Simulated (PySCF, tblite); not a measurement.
# C₅H₁₀AlBO: geometry, infrared bands and NMR shifts

What infrared bands and NMR shifts should C₅H₁₀AlBO (`CB[O][AlH][C@H]1C=CC1`) show?

The runs use tblite 0.8.0 and PySCF 2.14.0, with density-fitted response routines of our own; the level of theory stands in each step. All values are computed, except where a source is named. Atoms count from 0, in the outputs and in this text.

## 1. Starting geometry

18 atoms, charge 0, multiplicity 1; geometry from: force field or distance geometry start.

Bonds of the start (Å): C0–B1 1.57, B1–O2 1.47, O2–Al3 1.84, Al3–C4 1.98, C4–C5 1.47, C5–C6 1.32, C6–C7 1.47, C7–C4 1.49, C0–H8 1.10, C0–H9 1.11, C0–H10 1.12, B1–H11 1.20, Al3–H12 1.59, C4–H13 1.11, C5–H14 1.09, C6–H15 1.09, C7–H16 1.12, C7–H17 1.12.

## 2. Relaxing the molecule with GFN2-xTB

Job settings and geometry (Å):

```
{"job": {"kind": "relax", "xc": "GFN2-xTB", "basis": "xTB"}, "charge": 0, "multiplicity": 1}
C     -3.317200     0.561200    -0.412500
B     -2.831200    -0.821000     0.153600
O     -1.524900    -1.000900     0.802700
Al    -0.230500     0.110400     0.120700
C      1.460200    -0.593900    -0.633700
C      2.117400     0.452100    -1.432900
C      3.174900     0.464500    -0.636000
C      2.655300    -0.575800     0.261800
H     -2.658800     1.408700    -0.174000
H     -3.421100     0.529100    -1.515800
H     -4.335400     0.830900    -0.021800
H     -3.412400    -1.783300    -0.271100
H     -0.638200     1.628300    -0.145400
H      1.289800    -1.525900    -1.206600
H      1.829500     1.005500    -2.326300
H      4.097400     1.053200    -0.641500
H      2.460900    -0.233400     1.310500
H      3.275600    -1.503200     0.227200
```

On the command line:

```bash
$ OMP_NUM_THREADS=1 python probes_run.py task.json out
```

One launch serves the whole session: the jobs run in the order shown.

**Question.** This job is followed by: GFN2-xTB harmonic vibrations, gas phase; GIAO PBE0/pcSseg-1 NMR shielding, non-relativistic, gas phase. Predict these results of the whole session: strongest single infrared mode (GFN2-xTB); zero-point energy (GFN2-xTB); 13C shifts against TMS (PBE0/pcSseg-1); 1H shifts against TMS (PBE0/pcSseg-1, means over atoms taken as alike); 11B shifts against BF3·OEt2 (PBE0/pcSseg-1); 17O shifts against H2O (PBE0/pcSseg-1); 27Al shifts against AlH4- (PBE0/pcSseg-1); surface potential, 1st and 99th percentile.

**Answer**, as computed:

| quantity | value |
| --- | --- |
| strongest single infrared mode (GFN2-xTB) | 1326 cm⁻¹, 806 km/mol |
| zero-point energy (GFN2-xTB) | 83.6 kcal/mol |
| 13C shifts against TMS (PBE0/pcSseg-1) | 144.5, 143.8, 36.1, 33.2, 13.7 ppm |
| 1H shifts against TMS (PBE0/pcSseg-1, means over atoms taken as alike) | 6.34, 6.30, 5.81, 4.35, 2.95, 2.80, 2.72, 0.58 ppm |
| 11B shifts against BF3·OEt2 (PBE0/pcSseg-1) | 50.4 ppm |
| 17O shifts against H2O (PBE0/pcSseg-1) | 243.0 ppm |
| 27Al shifts against AlH4- (PBE0/pcSseg-1) | 100.7 ppm |
| surface potential, 1st and 99th percentile | -0.53 V and 2.44 V |

In words: The optimisation took 130 steps and gained 1.418 eV; among the close pairs (by a distance rule), O2–Al3 changed most, from 1.837 to 1.662 Å. No mode is imaginary among the 48: a minimum at this level. The strongest single mode, at 1326 cm⁻¹, moves mainly B1 and O2. GFN2-xTB is a fitted tight-binding method: band positions and strengths are rough. Its intensities can rank the bands wrongly. At PBE0/pcSseg-1: The widest tensor belongs to O2: span 264 ppm, with a paramagnetic part of -304 ppm. By nearest atom (PBE0/pcSseg-1), the HOMO sits on C6 29 %; C4, C5 about 18 % each and the LUMO on Al3 43 %; H12 15 %.
